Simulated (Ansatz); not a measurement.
# Pt: the cost of one run

All numbers are computed with Ansatz 0.2.0, driven from Python. Level of theory: DFT PBEsol, plane waves, PAW.

This is Pt in the hcp structure; at room conditions it is fcc.

### 1 The structure

Pt P6_3/mmc: It takes space group P6_3/mmc (No. 194, hexagonal). The conventional cell has a = 2.761 Å, b = 2.761 Å, c = 4.792 Å, α = 90.00°, β = 90.00°, γ = 120.00°. Pt (site symmetry -6m2) has 12 Pt at 2.76 to 2.88 Å as nearest neighbours.

Pt Fm-3m: It takes space group Fm-3m (No. 225, cubic). The conventional cell has a = 3.922 Å, b = 3.922 Å, c = 3.922 Å, α = 90.00°, β = 90.00°, γ = 90.00°. Around Pt (site symmetry m-3m) lie 12 Pt at 2.77 Å.

The script holds or builds the structure itself.

### 2 The code

Contents of pt.py:

```python
import warnings

import ansatz as az
import numpy as np
from tabulate import tabulate

PHASES = {
    "P6_3/mmc": (
        [[2.76067, 0.0, 0.0], [-1.38033, 2.39081, 0.0], [0.0, 0.0, 4.79213]],
        [
            ("Pt", [2 / 3, 1 / 3, 0.75]),
            ("Pt", [1 / 3, 2 / 3, 0.25]),
        ],
    ),
    "Fm-3m": (
        [[0.0, 1.9609, 1.9609], [1.9609, 0.0, 1.9609], [1.9609, 1.9609, 0.0]],
        [
            ("Pt", [0.0, 0.0, 0.0]),
        ],
    ),
}


def build(vectors, sites):
    crystal = az.Crystal(lattice=az.Lattice.of(vectors))
    for symbol, position in sites:
        crystal = crystal.atom(symbol, position)
    return crystal


def run_phase(name, crystal, pressure=0.0):
    calc = (
        crystal.calculation()
        .scf(max_iterations=100)
        .basis(47 * az.Ry, density_ratio=6)
        .functional("pbesol")
        .kpoints(spacing=0.26)
        .occupations("gaussian", width=0.1)
    )
    calc = calc.relax(force_tolerance=0.02, cell=True, pressure=pressure)
    return calc.run()


def volume_per_atom(outcome):
    return abs(np.linalg.det(outcome.lattice.cell_ang)) / len(outcome.lattice.sites)


def main() -> None:
    warnings.simplefilter("ignore", az.DeckWarning)

    phases = {name: build(*cell) for name, cell in PHASES.items()}

    pressures = [0, 15, 30, 45]
    enthalpy, volume = {name: [] for name in phases}, {name: [] for name in phases}
    for p in pressures:
        for name, crystal in phases.items():
            o = run_phase(name, crystal, pressure=p)
            volume[name].append(volume_per_atom(o))
            enthalpy[name].append(o.report["energy_sigma0_ev"] / len(o.lattice.sites) + p * volume[name][-1] / 160.21766)
    gap = np.array(enthalpy["Fm-3m"]) - np.array(enthalpy["P6_3/mmc"])
    rows = [(p, va, vb, 1000 * d) for p, va, vb, d in zip(pressures, volume["P6_3/mmc"], volume["Fm-3m"], gap)]
    print(tabulate(rows, headers=["P (GPa)", "V P6_3/mmc (A^3/atom)", "V Fm-3m (A^3/atom)", "H(Fm-3m) - H(P6_3/mmc) (meV/atom)"], floatfmt=".4f", tablefmt="psql"))
    crossings = [p0 - g0 * (p1 - p0) / (g1 - g0) for p0, p1, g0, g1 in zip(pressures, pressures[1:], gap, gap[1:]) if g0 * g1 < 0]
    print("crossing near", [round(float(p), 1) for p in crossings], "GPa") if crossings else print("no crossing in this range")


if __name__ == "__main__":
    main()
```

### 3 What the engine is handed

The package turns the script's settings into the engine's input (first run):

```yaml
crystal:
  lattice:
    - [2.76067, 0.0, 0.0]
    - [-1.38033, 2.39081, 0.0]
    - [0.0, 0.0, 4.79213]
  atoms:
    - { symbol: Pt, position: [0.6666666666666666, 0.3333333333333333, 0.75] }
    - { symbol: Pt, position: [0.3333333333333333, 0.6666666666666666, 0.25] }
basis:
  ecutwfc: 639.467576780718
  ecutrho_ratio: 6
kpoints:
  mp_grid:
    kspacing: 0.26
hamiltonian:
  xc: pbesol
scf:
  max_iter: 100
  occupations:
    method: gaussian
    width: 0.1
relax:
  f_tol: 0.02
  cell:
    p_target: 0.0
```

### 4 Running it

On the command line:

```
$ python pt.py
```

Q: Estimate wall time and peak memory on 1 thread of Arm Neoverse V1, shared host.

About 1.8 min, with a peak of 0.48 GiB.
